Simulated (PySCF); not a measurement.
# CuH: singlet, from a linear start

Where does singlet CuH go from a linear start, is the end point a minimum, and what are its modes, charges and moments?

Method: PBE0, basis Cu def2-TZVPD, H def2-TZVPD, no relativity, density fitting; program: PySCF 2.14.0.

## (1) Where the work starts

2 atoms, charge 0, spin multiplicity 1.

Bond lengths: Cu1–H2 1.512 Å.

```xyz
2
charge 0 multiplicity 1
Cu    0.0000    0.0000    0.0000
H     0.0000    0.0000    1.5120
```

## (2) The SCF at the typed geometry

The steps below are one call of a driver around PySCF. For each, scf.py gives the equivalent set-up of the SCF; relaxations use the driver's own optimiser. After this first run the driver tries any further starts and a stability analysis.

The input, scf.py:

```python
from pyscf import gto, scf, dft
mol = gto.M(atom='''
Cu     0.000000     0.000000     0.000000
H      0.000000     0.000000     1.512000''',
    basis={'Cu': 'def2-TZVPD', 'H': 'def2-TZVPD'},
    charge=0, spin=0)
mf = dft.RKS(mol, xc='PBE0')
mf.grids.atom_grid = (50, 194)
aux = {'Cu': 'def2-universal-JKFIT', 'H': 'def2-universal-JKFIT'}
mf = mf.density_fit(auxbasis=aux)
mf.conv_tol = 1e-08
mf.diis_space = 10
mf.max_cycle = 60
mf.init_guess = 'minao'
mf.verbose = 4
mf.kernel()
```

Command:

```bash
$ OMP_NUM_THREADS=2 python axn.py task.json out
```

The program printed:

```text
init E= -1640.38013793308
  HOMO = -0.107060385631846  LUMO = -0.0531120167162999  gap/eV = 1.46801
cycle= 1 E= -1639.93223795593  delta_E= 0.448  |g|= 3.25  |ddm|= 1.33
  HOMO = -0.420634033996699  LUMO = -0.234562364851119  gap/eV = 5.06327
cycle= 2 E= -1637.89980449856  delta_E= 2.03  |g|= 6.02  |ddm|= 3.67
  HOMO = -0.319498683034547  LUMO = -0.125921975757191  gap/eV = 5.26749
cycle= 3 E= -1640.77554530176  delta_E= -2.88  |g|= 0.771  |ddm|= 2.56
  HOMO = -0.230525126392535  LUMO = -0.0709856860240627  gap/eV = 4.34129
cycle= 4 E= -1640.83717387128  delta_E= -0.0616  |g|= 0.12  |ddm|= 0.592
  HOMO = -0.2449497366846  LUMO = -0.073563780783501  gap/eV = 4.66365
cycle= 5 E= -1640.83860053036  delta_E= -0.00143  |g|= 0.022  |ddm|= 0.0658
  HOMO = -0.245078079965322  LUMO = -0.0743117964951843  gap/eV = 4.64679
cycle= 6 E= -1640.83872253265  delta_E= -0.000122  |g|= 0.00631  |ddm|= 0.0208
  HOMO = -0.24516429655159  LUMO = -0.0743324336169895  gap/eV = 4.64857
cycle= 7 E= -1640.83873190218  delta_E= -9.37e-06  |g|= 0.00345  |ddm|= 0.0119
  HOMO = -0.244865517630741  LUMO = -0.0742435439955882  gap/eV = 4.64286
cycle= 8 E= -1640.83873366707  delta_E= -1.76e-06  |g|= 0.00102  |ddm|= 0.00318
  HOMO = -0.244766389194794  LUMO = -0.0741968303388454  gap/eV = 4.64143
cycle= 9 E= -1640.83873379641  delta_E= -1.29e-07  |g|= 9.19e-05  |ddm|= 0.00113
  HOMO = -0.244772864345759  LUMO = -0.0742001873178086  gap/eV = 4.64152
cycle= 10 E= -1640.83873379734  delta_E= -9.23e-10  |g|= 8.43e-06  |ddm|= 9.23e-05
  HOMO = -0.244774167612466  LUMO = -0.0742011338588169  gap/eV = 4.64153
Extra cycle  E= -1640.83873379732  delta_E= 1.64e-11  |g|= 2.65e-05  |ddm|= 1.96e-05
converged SCF energy = -1640.83873379732
```

This step, with its further starts and checks, needed 0.8 s of wall time on 2 threads of Arm Neoverse V2, shared host.

The test of internal stability found no lower closed-shell solution.

## (3) Relaxation: linear start, singlet

The program finds C∞v symmetry in the start, which this walk keeps. Threshold on the gradient: 0.0003 Eh/bohr, with a further test on the energy change.

scf.py, as its differences from that of step 2:

```diff
@@ -3,2 +3,2 @@
-Cu     0.000000     0.000000     0.000000
-H      0.000000     0.000000     1.512000''',
+Cu    -0.000000     0.000000    -0.023833
+H      0.000000     0.000000     1.488167''',
@@ -14 +13,0 @@
-mf.init_guess = 'minao'
```

The optimiser's trace:

```csv
step,energy (Eh),change (kJ/mol),largest symmetric gradient (Eh/bohr)
0,-1640.838734,0.00,0.00619
1,-1640.838835,-0.26,0.00381
2,-1640.838893,-0.42,0.00025
3,-1640.838893,-0.42,0.00001
```

The walk took 1.4 s.

Geometry (Å) and forces (eV/Å) at some steps:

```
step 0
Cu   0.000   0.000  -0.024   0.000   0.000   0.318
H    0.000   0.000   1.488   0.000   0.000  -0.318
step 1
Cu   0.000   0.000  -0.019   0.000   0.000   0.196
H    0.000   0.000   1.483   0.000   0.000  -0.196
step 2
Cu   0.000   0.000  -0.010   0.000   0.000  -0.013
H    0.000   0.000   1.474   0.000   0.000   0.013
step 3
Cu   0.000   0.000  -0.011   0.000   0.000   0.001
H    0.000   0.000   1.475   0.000   0.000  -0.001
```

It settles in C∞v symmetry, 0.4 kJ/mol below the start, after 3 steps: Cu–H 1.485 Å.

## (4) Frequencies

On the finer grid the gradient is checked again; gradients at displacements of ±0.02 bohr then give force constants and infrared intensities.

scf.py, as its differences from that of step 3:

```diff
@@ -3,2 +3,2 @@
-Cu    -0.000000     0.000000    -0.023833
-H      0.000000     0.000000     1.488167''',
+Cu    -0.000000     0.000000    -0.023414
+H      0.000000    -0.000000     1.461993''',
@@ -8 +8 @@
-mf.grids.atom_grid = (50, 194)
+mf.grids.atom_grid = (75, 302)
@@ -11 +11 @@
-mf.conv_tol = 1e-08
+mf.conv_tol = 1e-10
```

This SCF starts from the last density.

SCF at the final geometry:

```text
init E= -1640.83881987161
  HOMO = -0.244647423555598  LUMO = -0.073150868993654  gap/eV = 4.66666
cycle= 1 E= -1640.83881987159  delta_E= 1.59e-11  |g|= 1.37e-05  |ddm|= 5.14e-06
  HOMO = -0.244645135511414  LUMO = -0.0731502506152859  gap/eV = 4.66661
cycle= 2 E= -1640.83881987148  delta_E= 1.08e-10  |g|= 3.94e-05  |ddm|= 1.44e-05
  HOMO = -0.244646798930968  LUMO = -0.0731507128848481  gap/eV = 4.66665
cycle= 3 E= -1640.83881987161  delta_E= -1.27e-10  |g|= 2.32e-07  |ddm|= 1.07e-05
  HOMO = -0.244646809030024  LUMO = -0.0731507087120367  gap/eV = 4.66665
cycle= 4 E= -1640.83881987161  delta_E= 2.27e-12  |g|= 2.08e-08  |ddm|= 2.59e-07
  HOMO = -0.244646805702698  LUMO = -0.0731507082851488  gap/eV = 4.66665
Extra cycle  E= -1640.83881987161  delta_E=    0  |g|= 3.25e-08  |ddm|= 3.81e-08
converged SCF energy = -1640.83881987161
```

The whole step took 3.9 s.

Geometry: C∞v; Cu–H 1.485 Å.

Modes, for the most abundant isotopes:

```tsv
symmetry	ω (cm⁻¹)	IR (km/mol)	μ (u)
σ+	1866	64.6	1.02
```

All wavenumbers are real: a minimum.

Properties at this point:

```
Dipole moment                                                   : 2.85 D
Highest occupied level                                          : -6.66 eV
Lowest empty level                                              : -1.99 eV
Rotational constants                                            : 7.702 cm⁻¹
Zero-point energy                                               : 11.2 kJ/mol
Principal polarisabilities                                      : 30.2, 30.2, 35.9 bohr³
Atomisation energy without zero-point energy                    : 246 kJ/mol
Principal traceless quadrupole moments about the centre of mass : -0.48, 0.24, 0.24 D Å
Entropy at 298.15 K and 1 bar                                   : 196.4 J/(mol K)
Heat capacity Cp at 298.15 K                                    : 29.2 J/(mol K)
Enthalpy at 298.15 K above 0 K                                  : 8.68 kJ/mol
Rotational symmetry number                                      : 1
```

Populations by atom (charges in e):

| atom | Mulliken | Löwdin | polar tensor | Mayer order to Cu1 |
| --- | --- | --- | --- | --- |
| Cu1 | -0.08 | 0.22 | 0.35 | – |
| H2 | 0.08 | -0.22 | -0.35 | 1.01 |

Mulliken populations on Cu1: s 7.07, p 12.12, d 9.89, f 0.00.

## (5) What came out

| quantity | value |
| --- | --- |
| minimum | singlet, C∞v |
| geometry | Cu–H 1.485 Å |
| wavenumbers (cm⁻¹) | 1866 (σ+) |
| dipole moment | 2.85 D |
| highest occupied, lowest empty level | -6.66, -1.99 eV |
| polar-tensor charge of Cu1 | +0.35 e |
| zero-point energy | 11.2 kJ/mol |
| entropy at 298.15 K | 196.4 J/(mol K) |
| atomisation energy (no zero-point energy) | 246 kJ/mol |

What this shows: The linear start keeps its C∞v symmetry and ends in a minimum. The strongest infrared band lies at 1866 cm⁻¹ (σ+, stretch). Only this shape and spin were tried, so other structures or states may lie lower. Whether spin polarisation would lower the closed shell was not checked.

The search up to here took 6.3 s.
